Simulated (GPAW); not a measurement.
Runs of GPAW 26.7.0 on LiBe. The structure is cubic, space group Pm-3m (No. 221). The conventional cell has a = 2.811 Å, b = 2.811 Å, c = 2.811 Å, α = 90.00°, β = 90.00°, γ = 90.00°. Around Be (site symmetry m-3m) lie 8 Li at 2.43 Å. Li (site symmetry m-3m) has 8 Be at 2.43 Å as nearest neighbours. The cell comes from a database or a generator and needn't be the stable form of this composition.

```tsv
task	level	potentials or basis	cell	smearing	smearing order	k mesh for the DOS	dos width	band path	band points	gap on the mesh (eV)	pressure (GPa)
density of states	PBEsol+D3(BJ)	PAW data sets generated in the run's folder for this functional, pw	atoms moved at random, drawn with an rms of 0.02 Å	methfessel-paxton 0.2 eV	1	13 × 13 × 13	0 eV	-	-	none	(a)
single point	RPBE	the program's PAW data sets (release 1.2.1) made for this functional, pw	as given	gaussian 0.02 eV	-	-	-	-	-	none	3.0
single point	RPBE	the program's PAW data sets (release 1.2.1) made for this functional, pw	as given	gaussian 0.1 eV	-	-	-	-	-	none	3.0
band structure	RPBE	the program's PAW data sets (release 1.2.1) made for this functional, pw	as given	methfessel-paxton 0.1 eV	1	-	-	GXMGRX,MR	60	-	3.0
single point	LDA	the program's PAW data sets (release 1.2.1) made for this functional, pw	as given	gaussian 0.02 eV	-	-	-	-	-	none	-1.9
```

Alike in all rows: no spin polarisation; k mesh 9 × 9 × 9; cutoff (eV) 800.

**Question.** Fill in the values left out.

**Answer.** (a) -3.4.

Caveats: this smearing can pin the Fermi level at a band edge (some runs); pairwise dispersion overbinds metals, which lowers pressure and volume (some runs).

A gap of «none» marks a metal or a gap under the smearing width.
